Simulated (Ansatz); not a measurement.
# BrClGaH2N: basis-set convergence

An exercise on one series of results from a longer session: the logs are not shown, and one member is left open.

Method: one geometry, several basis sets; program: Ansatz 0.2.0, Gaussian basis.

Plan: PBE0-D4/def2-SVP; ωB97M-V/def2-SVP; PBE0-D4/def2-QZVPP; ωB97M-V/def2-QZVPP; the functionals' def2-TZVPP values are taken from earlier runs.

### Structure used throughout

The geometry comes from an earlier relaxation with PBE0-D4 in a triple-zeta def2 set; it is a stationary point.

SMILES `[NH2][Ga]([Cl])[Br]`, 6 atoms, charge 0, spin multiplicity 1.

Atoms are counted from 1 here; the program's logs count them from 0.

Bond lengths: N1–Ga2 1.792 Å, N1–H5 1.005 Å, N1–H6 1.005 Å, Ga2–Cl3 2.127 Å, Ga2–Br4 2.268 Å. Angles: Ga2–N1–H5 123.0°, Ga2–N1–H6 122.9°, H5–N1–H6 113.7°, N1–Ga2–Cl3 119.9°, N1–Ga2–Br4 120.9°, Cl3–Ga2–Br4 119.3°.

The first run:

Contents of in.yaml:

```yaml
crystal:
  periodic: [false, false, false]
  atoms:
    - {symbol: N, position_ang: [-0.091305, 1.068589, -0.038441]}
    - {symbol: Ga, position_ang: [0.103339, -0.712257, 0.000690]}
    - {symbol: Cl, position_ang: [1.986195, -1.560930, 0.507609]}
    - {symbol: Br, position_ang: [-1.628234, -2.083344, -0.513233]}
    - {symbol: H, position_ang: [-0.968930, 1.519549, -0.227770]}
    - {symbol: H, position_ang: [0.641035, 1.704394, 0.224845]}
basis:
  gaussian: {orbitals: def2-SVP}
hamiltonian: {xc: pbe0, dispersion: d4}
output: {orbitals: {seedname: orbitals}}
```

Steps of the session up to this table: PBE0-D4 in def2-SVP; ωB97M-V in def2-SVP; PBE0-D4 in def2-QZVPP; ωB97M-V in def2-QZVPP.

One table of the session follows, with a row left open; its other results are not shown here.

It belongs to the step «Functionals by basis». 

```
functional       basis  HOMO (eV)
   PBE0-D4    def2-SVP      -7.83
   PBE0-D4  def2-TZVPP      -8.02
   PBE0-D4  def2-QZVPP      -8.07
   ωB97M-V    def2-SVP     -10.16
   ωB97M-V  def2-TZVPP     -10.37
   ωB97M-V  def2-QZVPP          ?
```

Estimate the missing values for ωB97M-V, def2-QZVPP.

As computed: HOMO (eV): -10.43. In the column «HOMO (eV)» it is the lowest.
